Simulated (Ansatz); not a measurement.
Relaxation of a periodic cell of 22 atoms, H3C18N (surface graphene monolayer, adsorbate NH3), to a largest force component of 0.03 eV/Å in at most 60 steps.

Level of theory: DFT PBE-D3(BJ), scalar-relativistic, plane waves, PAW in Ansatz 0.2.0. Settings: cutoff 420 eV, k mesh 2x2x1, gaussian smearing 0.05 eV, no spin polarisation.

```xyz
22
Lattice="7.3980 0.0000 0.0000 -3.6990 6.4069 0.0000 0.0000 0.0000 12.0000" Properties=species:S:1:pos:R:3
C 0.000 0.000 1.000
C 1.233 0.712 1.000
C -1.233 2.136 1.000
C 0.000 2.847 1.000
C -2.466 4.271 1.000
C -1.233 4.983 1.000
C 2.466 0.000 1.000
C 3.699 0.712 1.000
C 1.233 2.136 1.000
C 2.466 2.847 1.000
C 0.000 4.271 1.000
C 1.233 4.983 1.000
C 4.932 0.000 1.000
C 6.165 0.712 1.000
C 3.699 2.136 1.000
C 4.932 2.847 1.000
C 2.466 4.271 1.000
C 3.699 4.983 1.000
N 3.699 0.237 2.430
H 5.754 1.898 1.980
H 2.881 0.693 3.010
H 3.709 -0.699 3.010
```

**Question.** Where does it end, and by what steps?

**Answer.** The forces met the threshold. Limits of this set-up: slab without dipole correction. After 8 steps the energy has fallen by 5.397 eV; N19 moved furthest, 0.64 Å. The start is strongly strained (largest force component 10 eV/Å).

```csv
step,energy less start (eV),largest force component (eV/Å),accepted
0,0.0000,10.491,yes
1,-2.8224,5.187,yes
2,-4.6409,1.156,yes
3,-5.1904,0.942,yes
4,-5.3762,0.457,yes
5,-5.3942,0.205,yes
6,-5.3966,0.119,yes
7,-5.3675,0.880,no
8,-5.3973,0.015,yes
```

```xyz
22
Lattice="7.3980 0.0000 0.0000 -3.6990 6.4069 0.0000 0.0000 0.0000 12.0000" Properties=species:S:1:pos:R:3
C -0.027 -0.087 0.811
C 1.200 0.612 0.901
C -1.265 2.052 1.288
C 0.003 2.785 0.969
C -2.499 4.194 0.811
C -1.280 4.907 0.900
C 2.409 -0.098 0.982
C 3.677 0.634 1.367
C 1.208 2.071 0.900
C 2.435 2.769 0.815
C -0.013 4.184 0.900
C 1.206 4.898 0.816
C 4.932 -0.084 0.927
C 6.122 0.599 0.922
C 3.682 2.080 0.926
C 4.869 2.769 0.921
C 2.437 4.190 0.763
C 3.668 4.900 0.761
N 3.778 0.693 2.875
H 6.093 2.030 2.403
H 2.932 1.145 3.236
H 3.767 -0.265 3.235
```

Run time: 61 s on 1 thread of Arm Neoverse V1, with other jobs on the host, peak memory 0.65 GiB.
